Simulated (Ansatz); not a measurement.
# GdN (rocksalt): how the settings move a single-point run

Aim: see which settings change the result for GdN (rocksalt), by how much, and at what cost.

Computed with Ansatz 0.2.0 (reference: DFT PBE+U, scalar-relativistic, plane waves, PAW, unless a step's input says otherwise).

## 1. Starting point

Symmetry: Fm-3m, No. 225, cubic system. The conventional cell has a = 4.999 Å, b = 4.999 Å, c = 4.999 Å, α = 90.00°, β = 90.00°, γ = 90.00°. Gd (site symmetry m-3m) is surrounded by 6 N at 2.50 Å. N (site symmetry m-3m) has 6 Gd at 2.50 Å as nearest neighbours.

As a file:

```xyz
2
Lattice="0.0000 2.4995 2.4995 2.4995 0.0000 2.4995 2.4995 2.4995 0.0000" Properties=species:S:1:pos:R:3 pbc="T T T"
Gd    2.4995    2.4995    2.4995
N     0.0000    0.0000    0.0000
```

## 2. The reference run

Contents of input.yaml:

```yaml
crystal:
  lattice:
    - [0.0, 2.4994985661, 2.4994985661]
    - [2.4994985661, 0.0, 2.4994985661]
    - [2.4994985661, 2.4994985661, 0.0]
  atoms:
    - { symbol: Gd, position: [0.5, 0.5, 0.5], spin: 7.0 }
    - { symbol: "N", position: [0.0, 0.0, 0.0] }
basis:
  ecutwfc: 420
  ecutrho_ratio: 4
kpoints:
  mp_grid: { grid: [8, 8, 8] }
hamiltonian:
  xc: pbe
  hubbard: { sites: [{ species: Gd, l: f, u_eff: 6.0 }] }
scf:
  occupations: { method: gaussian, width: 0.05 }
  lower_state_search: "off"
output:
  forces: true
  stress: true
  eigenvalues: true
  populations: true
  hubbard: { sites: [{ species: Gd, l: f }] }
magnetization:
  spin_polarized: true
checkpoint:
  read: start.run
  write: ck
  compress: false
  write_wavefunctions: false
  write_every: 100000
```

Run with:

```sh
$ ansatz run input.yaml --threads 4 --pin off --max-ram 6144MiB --backend cpu --events-out ev --progress --plain --runs-dir out
```

## 3. Variant: occupations.method fermi_dirac, lower_state_search left out

Contents of input.yaml:

```yaml
crystal:
  lattice:
    - [0.0, 2.4994985661, 2.4994985661]
    - [2.4994985661, 0.0, 2.4994985661]
    - [2.4994985661, 2.4994985661, 0.0]
  atoms:
    - { symbol: Gd, position: [0.5, 0.5, 0.5], spin: 7.0 }
    - { symbol: "N", position: [0.0, 0.0, 0.0] }
basis:
  ecutwfc: 420
  ecutrho_ratio: 4
kpoints:
  mp_grid: { grid: [8, 8, 8] }
hamiltonian:
  xc: pbe
  hubbard: { sites: [{ species: Gd, l: f, u_eff: 6.0 }] }
scf:
  occupations: { method: fermi_dirac, width: 0.05 }
output:
  forces: true
  stress: true
magnetization:
  spin_polarized: true
```

## 4. Variant: xc revpbe, lower_state_search left out

Contents of input.yaml:

```yaml
crystal:
  lattice:
    - [0.0, 2.4994985661, 2.4994985661]
    - [2.4994985661, 0.0, 2.4994985661]
    - [2.4994985661, 2.4994985661, 0.0]
  atoms:
    - { symbol: Gd, position: [0.5, 0.5, 0.5], spin: 7.0 }
    - { symbol: "N", position: [0.0, 0.0, 0.0] }
basis:
  ecutwfc: 420
  ecutrho_ratio: 4
kpoints:
  mp_grid: { grid: [8, 8, 8] }
hamiltonian:
  xc: revpbe
  hubbard: { sites: [{ species: Gd, l: f, u_eff: 6.0 }] }
scf:
  occupations: { method: gaussian, width: 0.05 }
output:
  forces: true
  stress: true
  write_density: true
  write_potential: true
  elf: true
  volumetric_format: npy
magnetization:
  spin_polarized: true
```

## 5. Changing settings: accuracy medium

input.yaml: that of step 2 with these lines changed.

```diff
@@ -22,12 +22,4 @@
   stress: true
-  eigenvalues: true
-  populations: true
-  hubbard: { sites: [{ species: Gd, l: f }] }
 magnetization:
   spin_polarized: true
-checkpoint:
-  read: start.run
-  write: ck
-  compress: false
-  write_wavefunctions: false
-  write_every: 100000
+accuracy: medium
```

Q: Predict the outcome of this session. Wanted: for each run, ending; energy change; pressure; gap; abs. moment; force.

**Answer**, as computed:

```
                                                           run     ending        energy change  pressure (GPa)  gap (eV)  abs. moment (μB)  force (eV/Å)  cycles   time
                                                     reference  converged                    0             0.3      0.00              7.29          0.00       -  1.3 s
1: occupations.method fermi_dirac, lower_state_search left out  converged  -0.1 meV/atom (σ→0)             0.3      0.00              7.29          0.00      10  1.5 s
                     2: xc revpbe, lower_state_search left out  converged       not comparable             2.7      0.00              7.29          0.00      10  1.8 s
                                            3: accuracy medium  converged         0.0 meV/atom             0.3      0.00              7.29          0.00      15  1.5 s
```

Times don't compare one to one where runs were asked for different outputs or read a saved state (see the inputs); cycles may leave out searches for a lower state.

Residual by cycle in the longest SCF loop of each run; runs are numbered as in the table. The quantity is the density residual dr2, in eV.

```
cycle  reference    run 1    run 2    run 3
    1     7.8e-5    0.858    0.862     1.21
    2     1.3e-5    0.192    0.191    0.271
    4     4.5e-7  0.00122   0.0019  0.00736
    5     1.7e-8   4.4e-4  0.00137   1.5e-4
    6     5.1e-9   7.7e-5  0.00166   1.9e-5
    7          -   4.6e-6   2.6e-6   2.3e-6
    9          -   1.5e-8   5.8e-7   4.7e-6
   10          -   1.4e-9   7.1e-9   4.9e-5
   11          -        -        -   1.5e-4
   12          -        -        -   8.4e-5
   14          -        -        -   8.3e-7
   15          -        -        -   2.3e-8
```

The pressure spans 0.3 to 2.7 GPa over the reference and the converged variants.
